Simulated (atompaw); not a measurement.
# Ga: related potentials compared

Aim: generate and test one potential in full, then change a few of its settings and see what happens to hardness, ghosts and scattering.

Method: atompaw 4.2.0.5, LDA (PW92), scalar-relativistic.

5 further runs of the same task are left out: 2 that didn't finish, 3 set aside as unsound or not needed.

## Step 1: Settings

The settings as typed:

```json
{
  "element": "gallium (Ga, Z = 31)",
  "type": "PAW",
  "frozen core": "[Ar] 3d10",
  "valence charge": "3",
  "reference configuration": "4s2 4p1",
  "partial waves": "4s (bound): rc 1.78 bohr; 4s channel at 1.8 Ry: rc 2.20 bohr; 4p (bound): rc 2.20 bohr; 4p channel at 0.95 Ry: rc 2.20 bohr",
  "local potential": "bessel scheme, radius 1.82 bohr",
  "core correction": "smooth core density matched at 1.92 bohr",
  "augmentation charge": "sinc compensation charge, radius 2.10 bohr; PAW radius 2.20 bohr; waves and projectors: custom polynom2 7 10 vanderbiltortho"
}
```

The nodes and maxima of the atom's own shells, from an earlier all-electron run, set the scale for the radii.

All-electron outer shells of the reference configuration (LDA (PW92), scalar-relativistic, ld1.x):

```tsv
shell	level (eV)	outermost node (bohr)	outermost maximum (bohr)
3p	-98.66	0.24	0.56
3d	-19.41	–	0.53
4s	-9.17	0.81	1.87
4p	-2.73	0.87	2.53
```

## Step 2: The first potential

File Ga.input:

```
Ga 31
LDA-PW scalarrelativistic loggrid 1500 logderivrange -3 5 201
4 4 3 0 0 0
4 1 1
0 0 0
c
c
c
v
c
c
v
c
1
2.20 2.10 1.82 1.92
y
1.8
n
y
0.95
n
custom polynom2 7 10 vanderbiltortho sinc
bessel
1.78
2.20
2.20
2.20
PWSCFOUT
UPFDX 0.0125d0 UPFXMIN -7.d0 UPFZMESH 31.d0
END
```

On the command line:

```console
$ atompaw < Ga.input > Ga.log
```

The output, the file Ga (summary file):

```text
 Completed calculations for Ga (AE)

 Exchange-correlation type: LDA, Perdew-Wang correlation

 Radial integration grid is logarithmic 
 r0 =   2.7104631E-04 h =   8.4024356E-03   n =      1500 rmax =   8.0000000E+01

 Scalar relativistic calculation

 AEatom converged in  46 iterations
   nz     =  31.00
   delta  =       9.707675612396E-16

 All Electron Orbital energies:         
  n  l      occupancy      energy
  1  0      2.0000000E+00 -7.5047108E+02
  2  0      2.0000000E+00 -9.2612684E+01
  3  0      2.0000000E+00 -1.0836287E+01
  4  0      2.0000000E+00 -6.7400126E-01
  2  1      6.0000000E+00 -8.0716808E+01
  3  1      6.0000000E+00 -7.2513221E+00
  4  1      1.0000000E+00 -2.0087905E-01
  3  2      1.0000000E+01 -1.4263954E+00

 Total energy
   Total                    :    -3882.24393082663619

 ---
 Completed calculations for Ga (SC)

 Exchange-correlation type: LDA, Perdew-Wang correlation

 Radial integration grid is logarithmic 
 r0 =   2.7104631E-04 h =   8.4024356E-03   n =      1500 rmax =   8.0000000E+01

 Scalar relativistic calculation

 SCatom converged in   3 iterations
   nz     =  31.00
   delta  =       1.651857784775E-17

 Valence Electron Orbital energies:         
  n  l      occupancy      energy
   4  0      2.0000000E+00 -6.7400126E-01
   4  1      1.0000000E+00 -2.0087905E-01

 Total energy
   Total                    :    -3882.24393083122777
   Valence                  :     -147.51417391900580

 PAW parameters: 
       lmax =            1
         rc =    2.2123770706527006     
        irc =         1073
   rc_shape =    2.1035924779052819     
    rc_vloc =    1.8235504507999800     
    rc_core =    1.9340397246545606     
   Vloc: truncated form - Vps(r)=A.sin(qr)/r for r<rc
   Projector type: improved polynomial pseudization + Vanderbilt ortho.
   Sinc^2 compensation charge shape zeroed at   2.1036E+00

 Number of basis functions     4
 No.   n  nodes  l      Energy         Cp coeff         Occ
  1    4    3    0   -0.6740013E+00 -0.1154603E+02  0.2000000E+01
  2  999    4    0    0.1800000E+01 -0.2100472E-01  0.0000000E+00
  3    4    2    1   -0.2008790E+00  0.7881572E+03  0.1000000E+01
  4  999    3    1    0.9500000E+00  0.6744209E+02  0.0000000E+00

 Eigenvalues of overlap operator (in the basis of projectors):
    1        1.34648511E-03
    2        5.14971692E-01
    3        1.11556459E+01
    4        4.90014655E+02

 Orbital leakage outside PAW augmentation regions
   orb  is_core?  %out_of_sphere
   1 0    T           0.00
   2 0    T           0.00
   3 0    T           0.01
   4 0    F          48.85
   2 1    T          -0.00
   3 1    T           0.03
   4 1    F          77.27
   3 2    T           1.40

 Summary of PAW energies
   Total valence energy     :   -147.51417759004175
   Smooth energy            :      2.66796279016704
   One center               :   -150.18214038020878
   Smooth kinetic           :      1.49010459047973
   Vloc energy              :      0.22691014056772
   Smooth exch-corr         :     -3.20745061176071
   One-center xc            :   -142.00310469180377
```

It took 14 s on 1 thread, shared host.

All-electron and pseudo partial waves u(r) = r·R(r), from the program's wave files:

```
r (bohr)    4p AE   4p PS
   0.085   0.1157  0.0019
   0.169   0.0900  0.0074
   0.254  -0.0297  0.0165
   0.338  -0.1372  0.0291
   0.423  -0.1981  0.0452
   0.508  -0.2107  0.0646
   0.592  -0.1877  0.0866
   0.677  -0.1414  0.1116
   0.762  -0.0822  0.1390
   0.846  -0.0181  0.1680
   0.931   0.0478  0.1988
   1.015   0.1112  0.2304
   1.100   0.1717  0.2628
   1.185   0.2277  0.2953
   1.269   0.2782  0.3270
   1.354   0.3241  0.3581
   1.438   0.3646  0.3874
   1.523   0.4008  0.4154
   1.608   0.4324  0.4412
   1.692   0.4594  0.4644
   1.777   0.4828  0.4854
   1.862   0.5026  0.5037
   1.946   0.5189  0.5193
   2.031   0.5324  0.5325
   2.115   0.5430  0.5430
   2.200   0.5512  0.5512
```

## Step 3: Does it scatter like the atom?

Taken from the files of the generation run. The phase is arctan(r·u′/u) with u = r·R, unwrapped, with energies in Ry. A pole is an energy at which the radial function vanishes at the test radius. The pseudo phase is shifted by a multiple of π to meet the all-electron one at the reference energy. Levels narrower than the energy grid can be missing from the poles. The last column is the largest difference on the grid between −1 and +1 Ry.

```tsv
channel	radius (bohr)	reference (Ry)	poles AE	poles PS	window around the reference with phases within 0.05 rad (Ry)	largest difference near zero (rad)
s	2.21	-0.67	1.52	1.52	the whole range	0.000
p	2.21	-0.20	2.85	2.84	the whole range	0.000
```

Phases (rad) along the scan:

```
E (Ry)    s AE    s PS    p AE    p PS
 -3.00   1.216   1.216   1.273   1.273
 -2.52   1.153   1.152   1.238   1.238
 -2.04   1.046   1.045   1.190   1.189
 -1.56   0.832   0.832   1.115   1.115
 -1.08   0.306   0.306   0.990   0.990
 -0.60  -0.627  -0.627   0.743   0.743
 -0.12  -1.151  -1.151   0.178   0.178
  0.36  -1.366  -1.366  -0.651  -0.651
  0.84  -1.477  -1.477  -1.116  -1.116
  1.32  -1.548  -1.548  -1.325  -1.325
  1.80  -1.599  -1.599  -1.438  -1.438
  2.28  -1.642  -1.642  -1.510  -1.510
  2.76  -1.682  -1.682  -1.562  -1.563
  3.24  -1.722  -1.723  -1.605  -1.606
  3.72  -1.768  -1.769  -1.642  -1.645
  4.20  -1.825  -1.828  -1.679  -1.683
  4.68  -1.903  -1.912  -1.718  -1.726
```

## Step 4: Cutoff and ghost test in a Bessel basis

A separate test, outside the generator: the pseudo-atom's Hamiltonian at the reference potential is diagonalised in spherical Bessel functions j_l(qr) that vanish at 20 bohr, with q² up to the cutoff.

All-electron valence levels (Ry): 4s -0.6740, 4p -0.2009. The lowest levels of each channel (Ry) by cutoff; the last column sums, over occupied levels, occupation times the distance from the level at 400 Ry. A positive value at high cutoff is not a bound level.

```
cutoff (Ry)     s #1     p #1    d #1    f #1  Σ f·Δε (mRy)
          8  -0.6647  -0.2007  0.0501  0.1046          18.9
         10  -0.6679  -0.2007  0.0500  0.1046          12.4
         12  -0.6707  -0.2008  0.0500  0.1046           6.6
         15  -0.6727  -0.2009  0.0500  0.1046           2.6
         18  -0.6738  -0.2009  0.0500  0.1046           0.3
         21  -0.6740  -0.2009  0.0500  0.1046           0.0
         25  -0.6740  -0.2009  0.0500  0.1046           0.0
        400  -0.6740  -0.2009  0.0500  0.1046           0.0
```

The sum stays within 10 mRy from 12 Ry and within 1 mRy from 18 Ry. The sum leaves out empty levels, which can need more. Ghost test: no level below the all-electron spectrum of its channel (s, p, d, f tested).

## Step 5: Variant: waves 4s (bound): rc 2.28 bohr; 4s channel at 1.8 Ry: rc 2.40 bohr; 4p (bound): rc 2.40 …

In full, the change is: waves 4s (bound): rc 2.28 bohr; 4s channel at 1.8 Ry: rc 2.40 bohr; 4p (bound): rc 2.40 bohr; 4p channel at 0.95 Ry: rc 2.40 bohr; local potential bessel scheme, radius 2.00 bohr; core correction smooth core density matched at 2.10 bohr (was smooth core density matched at 1.92 bohr); augmentation sinc compensation charge, radius 2.30 bohr; PAW radius 2.40 bohr; waves and projectors: custom polynom2 7 10 vanderbiltortho.

Edit Ga.input of step 2 so:

```diff
@@ -14,3 +14,3 @@
 1
-2.20 2.10 1.82 1.92
+2.40 2.30 2.00 2.10
 y
@@ -23,6 +23,6 @@
 bessel
-1.78
-2.20
-2.20
-2.20
+2.28
+2.40
+2.40
+2.40
 PWSCFOUT
```

On the command line:

```console
$ atompaw < Ga.input > Ga.log
```

What the program wrote to the file Ga (summary file):

```text
 Completed calculations for Ga (AE)

 Exchange-correlation type: LDA, Perdew-Wang correlation

 Radial integration grid is logarithmic 
 r0 =   2.7104631E-04 h =   8.4024356E-03   n =      1500 rmax =   8.0000000E+01

 Scalar relativistic calculation

 AEatom converged in  46 iterations
   nz     =  31.00
   delta  =       9.707675612396E-16

[... all-electron levels as in step 2 ...]

 Total energy
   Total                    :    -3882.24393082663619

 ---
 Completed calculations for Ga (SC)

 Exchange-correlation type: LDA, Perdew-Wang correlation

 Radial integration grid is logarithmic 
 r0 =   2.7104631E-04 h =   8.4024356E-03   n =      1500 rmax =   8.0000000E+01

 Scalar relativistic calculation

 SCatom converged in   3 iterations
   nz     =  31.00
   delta  =       1.651857784775E-17

 Valence Electron Orbital energies:         
  n  l      occupancy      energy
   4  0      2.0000000E+00 -6.7400126E-01
   4  1      1.0000000E+00 -2.0087905E-01

 Total energy
   Total                    :    -3882.24393083122777
   Valence                  :     -147.51417391900580

 PAW parameters: 
       lmax =            1
         rc =    2.4063275908263626     
        irc =         1083
   rc_shape =    2.3073155593767201     
    rc_vloc =    2.0001562672745261     
    rc_core =    2.1035924779052819     
   Vloc: truncated form - Vps(r)=A.sin(qr)/r for r<rc
   Projector type: improved polynomial pseudization + Vanderbilt ortho.
   Sinc^2 compensation charge shape zeroed at   2.3073E+00

 Number of basis functions     4
 No.   n  nodes  l      Energy         Cp coeff         Occ
  1    4    3    0   -0.6740013E+00  0.1058231E+02  0.2000000E+01
  2  999    4    0    0.1800000E+01  0.7145546E+00  0.0000000E+00
  3    4    2    1   -0.2008790E+00  0.1433090E+03  0.1000000E+01
  4  999    3    1    0.9500000E+00  0.8196194E+01  0.0000000E+00

 Eigenvalues of overlap operator (in the basis of projectors):
    1        2.07161168E-01
    2        3.87430708E-01
    3        1.17999977E+01
    4        3.42217826E+02

 Orbital leakage outside PAW augmentation regions
   orb  is_core?  %out_of_sphere
   1 0    T           0.00
   2 0    T           0.00
   3 0    T           0.00
   4 0    F          40.23
   2 1    T          -0.00
   3 1    T           0.01
   4 1    F          71.23
   3 2    T           0.87

 Summary of PAW energies
   Total valence energy     :   -147.51417848081971
   Smooth energy            :      1.94486066889583
   One center               :   -149.45903914971555
   Smooth kinetic           :      1.45171350564630
   Vloc energy              :      0.48530314835908
   Smooth exch-corr         :     -2.80755501667000
   One-center xc            :   -142.40300028689450
```

It took 14 s on 1 thread, shared host.

Compared with the first run, the loose cutoff goes from 12 Ry to 6 Ry or less and there is no bound ghost.

## Step 6: Comparison

Cutoffs, loose and tight: the cutoffs (Ry, on a coarse ladder) from which the occupation-weighted sum of valence levels, in a spherical-Bessel basis at the reference potential, stays within 10 and 1 mRy of its value at 400 Ry; empty and scattering waves don't count. The number of plane waves in a given cell goes as the cutoff to the power 3/2; it is given for the loose cutoff, relative to the first potential. The phase difference is the largest within 1 Ry of zero, over the channels with partial waves.

```csv
change,outcome,"cutoff, loose","cutoff, tight","plane waves, relative",bound ghosts,phase difference near zero (rad),lowest overlap eigenvalue (Bessel basis)
first potential,generated,12 Ry,18 Ry,1.00,none,0.000,0.054
"waves 4s (bound): rc 2.28 bohr; 4s channel at 1.8 Ry: rc 2.40 bohr; 4p (bound): rc 2.40 bohr; 4p channel at 0.95 Ry: rc 2.40 bohr; local potential bessel scheme, radius 2.00 bohr; core correction smooth core density matched at 2.10 bohr (was smooth core density matched at 1.92 bohr); augmentation sinc compensation charge, radius 2.30 bohr; PAW radius 2.40 bohr; waves and projectors: custom polynom2 7 10 vanderbiltortho",generated,6 Ry or less,12 Ry,0.35,none,0.000,0.786
```

What this shows: The softest is the variant "waves 4s (bound): rc 2.28 bohr; 4s channel at 1.8 Ry: rc 2.40 bohr; 4p (bound) …", at 6 Ry or less; the highest cutoff read, 12 Ry, costs 2.8 times the plane waves.

The first potential by itself. It counts as soft on the atom at that tolerance, with 12 Ry needed at the looser tolerance. The slowest occupied level is 4s: taken alone it needs 18 Ry to come within 1 mRy, against 6 Ry or less for 4p. It is free of bound ghosts as far as tested. Near zero energy the phases of the channels with partial waves agree within 0.001 rad.
